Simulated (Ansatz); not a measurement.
What does this script print? It uses Ansatz 0.2.0, Python API.

The script, `alloy.py`:
```python
# -*- coding: utf-8 -*-
from collections import Counter
import warnings

import ansatz as az
import numpy as np
import pandas as pd

ECUT = 460
KSPACING = 0.33
OCCUPATIONS = "cold"
SMEARING_WIDTH = 0.1


def fcc(first, a):
    return (
        az.Lattice.fcc(a)
        .space_group(225)
        .atom(first, (0, 0, 0))
        .primitive()
    )

A_FIRST, A_LAST = 4.47, 4.9


def compute(name, crystal):
    calc = (
        crystal.calculation()
        .functional(az.Functional.PBESOL)
        .basis(ECUT)
        .kpoints(spacing=KSPACING)
        .occupations(OCCUPATIONS, width=SMEARING_WIDTH)
        .band_table()
    )
    calc = calc.relax(force_tolerance=0.03, fix_cell=["shape"])
    return calc.run()


def volume_per_atom(outcome):
    return abs(np.linalg.det(outcome.lattice.cell_ang)) / len(outcome.lattice.sites)


def counts(outcome):
    return Counter(site.symbol for site in outcome.lattice.sites)


def main():
    warnings.simplefilter("ignore")

    phases = {}
    for k in range(4 + 1):
        a = A_FIRST + (A_LAST - A_FIRST) * k / 4
        cell = fcc("Hf", a).conventional().resolved()
        sites = [site.position for site in cell.sites if site.symbol == "Hf"]
        for position in sites[:k]:
            cell = cell.substitution("Lu", at=position, replaces="Hf")
        phases[f"Hf{4 - k}Lu{k}"] = cell.resolved()

    done = {name: compute(name, crystal) for name, crystal in phases.items()}

    # x is the share of the second element on the mixed sites; both end members stand on this same lattice
    x = {name: counts(o)["Lu"] / (counts(o)["Hf"] + counts(o)["Lu"]) for name, o in done.items()}
    first, last = min(x, key=x.get), max(x, key=x.get)
    energy = {name: o.report["energy_sigma0_ev"] / len(o.lattice.sites) for name, o in done.items()}
    volume = {name: volume_per_atom(o) for name, o in done.items()}
    rows = []
    for name in sorted(done, key=x.get):
        line = lambda table: (1 - x[name]) * table[first] + x[name] * table[last]
        rows.append((name, x[name], 1000 * (energy[name] - line(energy)), volume[name], 100 * (volume[name] / line(volume) - 1)))
    print(pd.DataFrame(rows, columns=["cell", "x(Lu)", "E_mix (meV/atom)", "V (A^3/atom)", "excess V (%)"]).round(4).to_string(index=False))


if __name__ == "__main__":
    main()
```

Running `python alloy.py` prints:
```text
  cell  x(Lu)  E_mix (meV/atom)  V (A^3/atom)  excess V (%)
Hf4Lu0   0.00            0.0000       21.3170        0.0000
Hf3Lu1   0.25           86.0426       22.5358       -1.0692
Hf2Lu2   0.50           96.4402       23.8547       -1.5962
Hf1Lu3   0.75           85.7137       25.1272       -2.2443
Hf0Lu4   1.00            0.0000       27.1664        0.0000
```

Mixing energies: +86 meV an atom at x(Lu) = 0.25 (volume -1.1 % off the straight line), +96 meV an atom at x(Lu) = 0.50 (volume -1.6 % off the straight line) and +86 meV an atom at x(Lu) = 0.75 (volume -2.2 % off the straight line). All are positive, so the end members on this lattice are favoured over these cells.

For the metals among these phases the mesh is modest: differences between phases can be off by up to 40 meV an atom. Atoms and volume are relaxed with the cell's shape held, which in cells of lower than cubic symmetry can hide stresses and shift volumes. Spin-orbit coupling, which matters for elements this heavy, is left out. These are small ordered cells, with both end members on the same lattice, which need not be their own; they aren't random solutions. Differences under about 40 meV an atom lie within the error of mesh and functional. The cells are prototypes set up for this calculation and needn't exist. Finished in 2.8 min on 1 thread of Arm Neoverse V2, on a shared host, peak memory 0.59 GiB.

(A comment or docstring line of the script was reworded after the run, the code is as it ran.)
